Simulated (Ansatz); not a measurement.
# Ti3Al: the cost of one run

Program: Ansatz 0.2.0. Level of theory: DFT PBEsol, scalar-relativistic, plane waves, PAW. These are calculated values, not measurements.

The COD entry's cell or inner coordinates are ideal or old and differ from later refinements, so a difference from it is no clean test against experiment.

15 further runs of the same task are left out: 15 set aside as unsound or not needed.

## (1) The system as given

It takes space group P6_3/mmc (No. 194, hexagonal). The conventional cell has a = 5.687 Å, b = 5.687 Å, c = 4.607 Å, α = 90.00°, β = 90.00°, γ = 120.00°. Ti (site symmetry mm2) has 8 Ti at 2.79 to 2.89 Å and 4 Al at 2.81 to 2.84 Å as nearest neighbours. Al (site symmetry -6m2) is surrounded by 12 Ti at 2.81 to 2.84 Å.

As a file:

```xyz
8
Lattice="5.6872 0.0000 0.0000 -2.8436 4.9252 0.0000 0.0000 0.0000 4.6073" Properties=species:S:1:pos:R:3 pbc="T T T"
Ti    4.2398    0.8356    1.1518
Ti    1.3962    4.0896    3.4555
Ti    2.8436    3.2539    1.1518
Ti   -1.3962    4.0896    3.4555
Ti    1.4474    0.8356    1.1518
Ti    0.0000    1.6713    3.4555
Al    0.0000    3.2835    1.1518
Al    2.8436    1.6417    3.4555
```

This cell was relaxed beforehand with the same method: volume 16.13 Å³/atom, gap on the mesh none (metal).

## (2) Plan of the line

The energy is mapped over the lattice constants a and c of the conventional cell.

First coordinate, lattice constant a (and b): 7 values from 5.517 to 5.858 Å. Second coordinate, lattice constant c: 7 values from 4.054 to 5.160 Å.

Nothing else is relaxed (fractional coordinates fixed). Energies count from the relaxed crystal. Points are written as (first, second).

## (3) The run at (5.517 Å, 4.423 Å)

Contents of input.yaml:

```yaml
crystal:
  lattice:
    - [5.5166, 0.0, 0.0]
    - [-2.7583, 4.7775157425, 0.0]
    - [0.0, 0.0, 4.4231]
  atoms:
    - { symbol: Ti, position: [0.8303330959, 0.1696669041, 0.25] }
    - { symbol: Ti, position: [0.6606661917, 0.8303330959, 0.75] }
    - { symbol: Ti, position: [0.8303330959, 0.6606661917, 0.25] }
    - { symbol: Ti, position: [0.1696669041, 0.8303330959, 0.75] }
    - { symbol: Ti, position: [0.3393338083, 0.1696669041, 0.25] }
    - { symbol: Ti, position: [0.1696669041, 0.3393338083, 0.75] }
    - { symbol: Al, position: [0.3333333333, 0.6666666667, 0.25] }
    - { symbol: Al, position: [0.6666666667, 0.3333333333, 0.75] }
basis:
  ecutwfc: 520.0
kpoints:
  mp_grid: { grid: [9, 9, 10] }
hamiltonian:
  xc: pbesol
  pseudopotentials: { kind: paw, azcp: { folder: soft_1 } }
scf:
  occupations: { method: gaussian, width: 0.15 }
output:
  forces: true
  stress: true
  eigenvalues: true
  write_density: true
  write_potential: true
  elf: true
  volumetric_format: npy
```

On the command line:

```
> ansatz run input.yaml --threads 4 --pin off --max-ram 8192MiB --backend cpu --events-out ev --progress --plain --runs-dir out
```

Q: Estimate wall time and peak memory on 4 threads of Arm Neoverse V1, shared host.

About 14 s, with a peak of 0.77 GiB.
